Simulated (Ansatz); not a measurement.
# F6Ir: the cost of one run

Program: Ansatz 0.2.0. Level of theory: the levels named in each step. These are calculated values, not measurements.

**1. Starting point**

Bond lengths: F1–Ir2 1.853 Å, Ir2–F3 1.853 Å, Ir2–F4 1.853 Å, Ir2–F5 1.853 Å, Ir2–F6 1.853 Å, Ir2–F7 1.853 Å. Angles (14 of 15 angles, heavy atoms first): F1–Ir2–F3 90.0°, F1–Ir2–F4 180.0°, F1–Ir2–F5 90.0°, F1–Ir2–F6 90.0°, F1–Ir2–F7 90.0°, F3–Ir2–F4 90.0°, F3–Ir2–F5 180.0°, F3–Ir2–F6 90.0°, F3–Ir2–F7 90.0°, F4–Ir2–F5 90.0°, F4–Ir2–F6 90.0°, F4–Ir2–F7 90.0°, F5–Ir2–F6 90.0°, F5–Ir2–F7 90.0°.

As a file:

```xyz
7

F    -1.6834   -0.7711   -0.0636
Ir    0.0000   -0.0001    0.0000
F     0.5649   -1.3271    1.1629
F     1.6834    0.7711    0.0636
F    -0.5643    1.3276   -1.1625
F     0.5293   -1.0372   -1.4410
F    -0.5293    1.0372    1.4410
```

**2. A rough first relaxation, PBE-D4/def2-SVP**

This run stands in another session on the same molecule. It ended at:

```xyz
7

F    -1.7010   -0.7793   -0.0640
Ir    0.0001    0.0001    0.0001
F     0.5704   -1.3413    1.1750
F     1.7012    0.7794    0.0641
F    -0.5702    1.3415   -1.1749
F     0.5351   -1.0480   -1.4561
F    -0.5349    1.0481    1.4562
```

**3. Relaxation, HF/def2-SVP**

File input.yaml:

```yaml
crystal:
  periodic: [false, false, false]
  atoms:
    - { symbol: F, position_ang: [-1.70098423, -0.77926887, -0.06398976] }
    - { symbol: Ir, position_ang: [9.495e-05, 7.662e-05, 5.186e-05] }
    - { symbol: F, position_ang: [0.57042529, -1.34130604, 1.17502613] }
    - { symbol: F, position_ang: [1.70118151, 0.77940816, 0.06407691] }
    - { symbol: F, position_ang: [-0.57021058, 1.34148364, -1.17490913] }
    - { symbol: F, position_ang: [0.53505713, -1.04799885, -1.45614253] }
    - { symbol: F, position_ang: [-0.53490406, 1.04813534, 1.45624653] }
magnetization:
  spin_polarized: true
  initial_magnetization: 3
basis:
  gaussian: { orbitals: def2-SVP }
hamiltonian:
  xc: hf
relax:
  f_tol: 0.002
  max_steps: 150
```

Command:

```sh
> ansatz run input.yaml --threads 4 --pin off --max-ram 10240MiB --backend cpu --events-out ev --progress --plain --runs-dir out
```

**Question.** How long does this run take on 4 threads of AMD EPYC (Zen 3), shared host, and how much memory does it need?

About 51 s, with a peak of 0.4 GiB.
